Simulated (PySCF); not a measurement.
# ClDyO (Dy(O)(Cl)-): the cost of one run

Computed with PySCF 2.14.0. Level: PBE0, Dy lcecp-0-SVP with ECP56, O def2-SVP, Cl def2-SVP; scalar-relativistic core potentials, no spin–orbit coupling.

1 further run of the same task is left out (for a known fault of the program).

## (1) The starting structure

3 atoms, charge -1, spin multiplicity 1.

Bond lengths: Dy1–O2 1.930 Å, Dy1–Cl3 2.760 Å. Angles: O2–Dy1–Cl3 131.8°.

As a file:

```xyz
3
ClDyO
Dy    0.0000    0.0000    0.0000
O     1.7612    0.0000    0.7882
Cl   -2.5190    0.0000    1.1273
```

Formal oxidation states: Dy +2. Each metal's 10 4f electrons lie in its core potential, so multiplicities, spins and levels count the valence alone.

## (2) SCF at the start, singlet

File run.py (the lines that set the calculation):

```python
mol = gto.M(atom='''
Dy     0.00000     0.00000     0.00000
O      1.76120     0.00000     0.78820
Cl    -2.51900     0.00000     1.12730''',
    basis={'Dy': 'lcecp-0-SVP', 'O': 'def2-SVP', 'Cl': 'def2-SVP'},
    ecp={'Dy': 'lcecp-0-SVP'},
    charge=-1, spin=0)
mf = dft.RKS(mol, xc='PBE0')
mf.grids.atom_grid = (50, 194)  # f atoms: unpruned, at least (60, 302)
mf = mf.density_fit()  # fitting sets: Dy AutoAux, O def2-universal-JKFIT, Cl def2-universal-JKFIT
mf.conv_tol = 1e-08; mf.max_cycle = 55
mf.kernel(dm0)  # dm0: free metal ions and neutral atoms
```

Launch:

```bash
OMP_NUM_THREADS=2 python run.py
```

**Question.** How long does this run take on 2 threads of AMD EPYC 9R45 (Zen 5), shared host, and how much memory does it need?

About 1.5 s, with a peak of 0.32 GiB.
